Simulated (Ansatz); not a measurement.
Run this with Ansatz 0.2.0, Python API and show what comes out.

The script, `drho_bipt3.py`:
```python
import ansatz as az
import numpy as np

vectors0 = np.array([
    [-2.046279, 2.046279, 4.365829],
    [2.046279, -2.046279, 4.365829],
    [2.046279, 2.046279, -4.365829],
])
sites = [
    ('Bi', (0.0, 0.0, 0.0)),
    ('Pt', (0.75, 0.25, 0.5)),
    ('Pt', (0.25, 0.75, 0.5)),
    ('Pt', (0.5, 0.5, 0.0)),
]


def make_crystal(cell):
    crystal = az.Crystal(lattice=az.Lattice.of(cell))
    for symbol, position in sites:
        crystal = crystal.atom(symbol, position)
    return crystal

def solve(crystal):
    return (
        crystal.calculation()
        .functional('LDA')
        .occupations(az.OccupationsMethod.FERMI_DIRAC)
        .basis(460, grid_basis='typed')
        .kpoints(8, 8, 8)
        .density()
        .run(threads=1)
    )


whole = solve(make_crystal(vectors0))
difference = whole.density().channels[0].density_e_per_ang3.copy()
binding = whole.report['free_energy_ev']
for element in ['Bi', 'Pt']:
    part = az.Crystal(lattice=az.Lattice.of(vectors0))
    for symbol, position in sites:
        if symbol == element:
            part = part.atom(symbol, position)
    alone = solve(part)
    difference -= alone.density().channels[0].density_e_per_ang3
    binding -= alone.report['free_energy_ev']
    print(f'{element} sublattice: {alone.report["n_electrons"]:g} electrons, {alone.report["n_iterations"]} iterations')

voxel = abs(np.linalg.det(vectors0)) / difference.size
print(f'energy of the crystal less its unpolarised sublattices: {binding / len(sites):.4f} eV/atom')
print(f'net charge of the difference {difference.sum() * voxel:.5f} e, charge rearranged {0.5 * np.abs(difference).sum() * voxel:.3f} e')
print(f'extremes {difference.min():.4f} and {difference.max():.4f} e/A^3')
for (symbol, position) in sites:
    index = tuple(int(round(p * n)) % n for p, n in zip(position, difference.shape))
    print(f'  change of the pseudo-density at the grid point nearest {symbol}: {difference[index]:+.4f} e/A^3')
```

```console
$ python drho_bipt3.py
Bi sublattice: 15 electrons, 6 iterations
Pt sublattice: 54 electrons, 7 iterations
energy of the crystal less its unpolarised sublattices: -1.4753 eV/atom
net charge of the difference -0.00000 e, charge rearranged 0.496 e
extremes -0.2842 and 0.1729 e/A^3
  change of the pseudo-density at the grid point nearest Bi: +0.0095 e/A^3
  change of the pseudo-density at the grid point nearest Pt: -0.0170 e/A^3
  change of the pseudo-density at the grid point nearest Pt: -0.0170 e/A^3
  change of the pseudo-density at the grid point nearest Pt: +0.0133 e/A^3
```

Reading the output:
- No spin polarisation was allowed.
- For a metal this k-point mesh is coarse: on a finer one energies can move by several to tens of meV an atom and pressures by half a GPa or more, differences at one mesh by less.
- Spin-orbit coupling, which matters for elements this heavy, is left out.
- Densities and potentials on the grid are those of the valence electrons, and inside the cores they hang on the potentials used.
- This cell is a computed structure, which may not be the phase found in nature.
- Charge moved counts every rearrangement, bonding and polarisation too, and is no transfer between atoms; the bare sublattices are artificial references. Values near the nuclei depend on the potentials.
- Timing: 14 s on 1 thread of Arm Neoverse V2, with other jobs on the host, peak memory 0.49 GiB.
